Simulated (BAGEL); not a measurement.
# RI-MP2/def2-SVP (density fitting with qzvpp-jkfit) run of C2H6OSi (SMILES C=C[SiH2]O)

What is the energy change on altering one bond length of C2H6OSi at RI-MP2/def2-SVP (density fitting with qzvpp-jkfit)? 

The calculation is run with BAGEL 1.2.2.

## Step 1: The system as given

C2H6OSi has 10 atoms, charge 0, and is taken as a singlet. SMILES: `C=C[SiH2]O`. The shape is that of a PBE0-D4/def2-TZVP optimisation. This is one conformer, not always the lowest.

Bond lengths: C1–C2 1.330 Å, C2–Si3 1.857 Å, Si3–O4 1.649 Å, C1–H5 1.087 Å, C1–H6 1.086 Å, C2–H7 1.090 Å, Si3–H8 1.491 Å, Si3–H9 1.484 Å, O4–H10 0.958 Å. Some angles: C1–C2–Si3 122.9°, C2–Si3–O4 111.4°, C1–C2–H7 118.3°, Si3–C2–H7 118.9°, C2–C1–H5 121.4°, C2–C1–H6 122.4°, C2–Si3–H8 108.7°, C2–Si3–H9 111.0°, O4–Si3–H8 111.1°, O4–Si3–H9 105.7°.

## Step 2: A single-point energy at RI-MP2/def2-SVP (density fitting with qzvpp-jkfit)

input.json reads:

```json
{ "bagel" : [

{
  "title" : "molecule",
  "basis" : "svp",
  "df_basis" : "qzvpp-jkfit",
  "angstrom" : true,
  "geometry" : [
    { "atom" : "C", "xyz" : [    0.469400,    1.339200,   -0.818800 ] },
    { "atom" : "C", "xyz" : [    0.221400,    0.866200,    0.399700 ] },
    { "atom" : "Si", "xyz" : [   -0.462400,   -0.834200,    0.700700 ] },
    { "atom" : "O", "xyz" : [   -0.544600,   -1.704600,   -0.697700 ] },
    { "atom" : "H", "xyz" : [    0.269300,    0.747200,   -1.707800 ] },
    { "atom" : "H", "xyz" : [    0.873500,    2.333700,   -0.985800 ] },
    { "atom" : "H", "xyz" : [    0.435100,    1.506700,    1.255300 ] },
    { "atom" : "H", "xyz" : [    0.393300,   -1.520900,    1.710800 ] },
    { "atom" : "H", "xyz" : [   -1.852500,   -0.765700,    1.214600 ] },
    { "atom" : "H", "xyz" : [    0.280700,   -2.019000,   -1.068100 ] }
  ]
},
{ "title" : "hf" },
{ "title" : "mp2", "ncore" : 8 }

]}
```

Launch:

```sh
$ BAGEL_NUM_THREADS=1 BAGEL input.json > input.out
```

What it wrote:

```text
* using 1 threads per process

  ===============================================================
  ===============================================================

  *** Geometry ***

  { "atom" : "C", "xyz" : [      0.887037,      2.530721,     -1.547308 ] },
  { "atom" : "C", "xyz" : [      0.418385,      1.636881,      0.755324 ] },
  { "atom" : "Si", "xyz" : [     -0.873809,     -1.576410,      1.324131 ] },
  { "atom" : "O", "xyz" : [     -1.029145,     -3.221227,     -1.318462 ] },
  { "atom" : "H", "xyz" : [      0.508903,      1.412003,     -3.227274 ] },
  { "atom" : "H", "xyz" : [      1.650676,      4.410054,     -1.862892 ] },
  { "atom" : "H", "xyz" : [      0.822220,      2.847250,      2.372173 ] },
  { "atom" : "H", "xyz" : [      0.743229,     -2.874084,      3.232943 ] },
  { "atom" : "H", "xyz" : [     -3.500718,     -1.446963,      2.295261 ] },
  { "atom" : "H", "xyz" : [      0.530446,     -3.815357,     -2.018416 ] },

  Number of auxiliary basis functions:      463

  Since a DF basis is specified, we compute 2- and 3-index integrals:
    o Being stored without compression. Storage requirement is 0.030 GB

  Number of basis functions:       90
  Number of electrons      :       40

    * METHOD: MOLECULE                             0.24

  *** RHF ***

  === Nuclear Repulsion ===
   160.2878263698

      * DIIS with orbital gradients will be used.

  === RHF iteration (svp) ===
      0       -442.62723949          0.01843380           0.07
      1       -442.77542683          0.01077745           0.07
      2       -442.83390665          0.00159820           0.07
      3       -442.83559758          0.00051421           0.07
      4       -442.83575316          0.00006883           0.07
      5       -442.83575869          0.00002741           0.07
      6       -442.83575932          0.00001186           0.07
      7       -442.83575951          0.00000423           0.07
      8       -442.83575954          0.00000107           0.07
      9       -442.83575954          0.00000031           0.07
     10       -442.83575954          0.00000010           0.07
     11       -442.83575954          0.00000003           0.07
     12       -442.83575954          0.00000001           0.07
    * SCF iteration converged.

    * Permanent dipole moment:
           (   -0.680665,    -0.203210,     0.114536) a.u.

    * METHOD: HF                                   1.11

  *** RHF ***

  === Nuclear Repulsion ===
   160.2878263698

      * DIIS with orbital gradients will be used.

  === RHF iteration (svp) ===
      0       -442.83575954          0.00000000           0.07
    * SCF iteration converged.

    * Permanent dipole moment:
           (   -0.680665,    -0.203210,     0.114536) a.u.

  === DF-MP2 calculation ===

    * freezing 8 orbitals
    * 3-index integral transformation done
    * assembly done

      MP2 correlation energy:   -0.5507477886      0.05

      MP2 total energy:       -443.3865073276

    * METHOD: MP2                                  0.20

  ===============================================================
```

Run time: 1.7 s. Hardware: 1 thread of Arm Neoverse V1, shared host; peak memory 0.12 GiB.

## Step 3: The distorted shape at the same level

mp2.json reads:

```json
{ "bagel" : [

{
  "title" : "molecule",
  "basis" : "svp",
  "df_basis" : "qzvpp-jkfit",
  "angstrom" : true,
  "geometry" : [
    { "atom" : "C", "xyz" : [    0.886410,    1.318651,   -0.972963 ] },
    { "atom" : "C", "xyz" : [    0.638410,    0.845651,    0.245537 ] },
    { "atom" : "Si", "xyz" : [   -0.045390,   -0.854749,    0.546537 ] },
    { "atom" : "O", "xyz" : [   -0.127590,   -1.725149,   -0.851863 ] },
    { "atom" : "H", "xyz" : [    0.686310,    0.726651,   -1.861963 ] },
    { "atom" : "H", "xyz" : [    1.290510,    2.313151,   -1.139963 ] },
    { "atom" : "H", "xyz" : [    0.852110,    1.486151,    1.101137 ] },
    { "atom" : "H", "xyz" : [    0.810310,   -1.541449,    1.556637 ] },
    { "atom" : "H", "xyz" : [   -1.852500,   -0.765700,    1.214600 ] },
    { "atom" : "H", "xyz" : [    0.697710,   -2.039549,   -1.222263 ] }
  ]
},
{
  "title" : "hf"
},
{
  "title" : "mp2",
  "ncore" : 8
}

]}
```

Launch:

```sh
$ BAGEL_NUM_THREADS=1 BAGEL mp2.json > mp2.out
```

What it wrote:

```text
* using 1 threads per process

  ===============================================================
  ===============================================================

  *** Geometry ***

  { "atom" : "C", "xyz" : [      1.675072,      2.491889,     -1.838634 ] },
  { "atom" : "C", "xyz" : [      1.206420,      1.598049,      0.463998 ] },
  { "atom" : "Si", "xyz" : [     -0.085775,     -1.615242,      1.032805 ] },
  { "atom" : "O", "xyz" : [     -0.241110,     -3.260059,     -1.609788 ] },
  { "atom" : "H", "xyz" : [      1.296938,      1.373171,     -3.518600 ] },
  { "atom" : "H", "xyz" : [      2.438710,      4.371222,     -2.154218 ] },
  { "atom" : "H", "xyz" : [      1.610255,      2.808418,      2.080847 ] },
  { "atom" : "H", "xyz" : [      1.531264,     -2.912916,      2.941618 ] },
  { "atom" : "H", "xyz" : [     -3.500718,     -1.446963,      2.295261 ] },
  { "atom" : "H", "xyz" : [      1.318481,     -3.854189,     -2.309742 ] },

  Number of auxiliary basis functions:      463

  Since a DF basis is specified, we compute 2- and 3-index integrals:
    o Being stored without compression. Storage requirement is 0.030 GB

  Number of basis functions:       90
  Number of electrons      :       40

    * METHOD: MOLECULE                             0.23

  *** RHF ***

  === Nuclear Repulsion ===
   158.6427541462

      * DIIS with orbital gradients will be used.

  === RHF iteration (svp) ===
      0       -442.58425450          0.01841847           0.07
      1       -442.73237151          0.01086224           0.07
      2       -442.79212053          0.00158546           0.07
      3       -442.79384829          0.00051994           0.07
      4       -442.79401106          0.00007133           0.07
      5       -442.79401726          0.00002899           0.07
      6       -442.79401801          0.00001265           0.07
      7       -442.79401825          0.00000464           0.07
      8       -442.79401827          0.00000117           0.07
      9       -442.79401828          0.00000034           0.07
     10       -442.79401828          0.00000010           0.07
     11       -442.79401828          0.00000003           0.07
     12       -442.79401828          0.00000001           0.07
     13       -442.79401828          0.00000000           0.07
    * SCF iteration converged.

    * Permanent dipole moment:
           (   -1.031743,    -0.227202,     0.272510) a.u.

    * METHOD: HF                                   1.17

  *** RHF ***

  === Nuclear Repulsion ===
   158.6427541462

      * DIIS with orbital gradients will be used.

  === RHF iteration (svp) ===
      0       -442.79401828          0.00000000           0.07
    * SCF iteration converged.

    * Permanent dipole moment:
           (   -1.031743,    -0.227202,     0.272510) a.u.

  === DF-MP2 calculation ===

    * freezing 8 orbitals
    * 3-index integral transformation done
    * assembly done

      MP2 correlation energy:   -0.5523863038      0.05

      MP2 total energy:       -443.3464045795

    * METHOD: MP2                                  0.20

  ===============================================================
```

Wall time 1.8 s (1 thread of Arm Neoverse V1, shared host); peak memory 0.12 GiB.

## Step 4: What came out

Level: RI-MP2/def2-SVP (density fitting with qzvpp-jkfit), 8 core orbitals frozen.

| quantity | value |
| --- | --- |
| first shape: total energy | -443.38651 Eh |
| first shape: correlation energy (8 core orbitals frozen) | -550.7 mEh |
| distorted shape: total energy | -443.34640 Eh |
| distorted shape: correlation energy (8 core orbitals frozen) | -552.4 mEh |
| energy change with the Si3–H9 bond stretched from 1.484 to 1.929 Å | 1.091 eV |

What this shows: With the Si3–H9 bond stretched from 1.484 to 1.929 Å the energy rises by 1.09 eV (105 kJ/mol). The first shape isn't relaxed at this level, so the change isn't measured from a minimum.
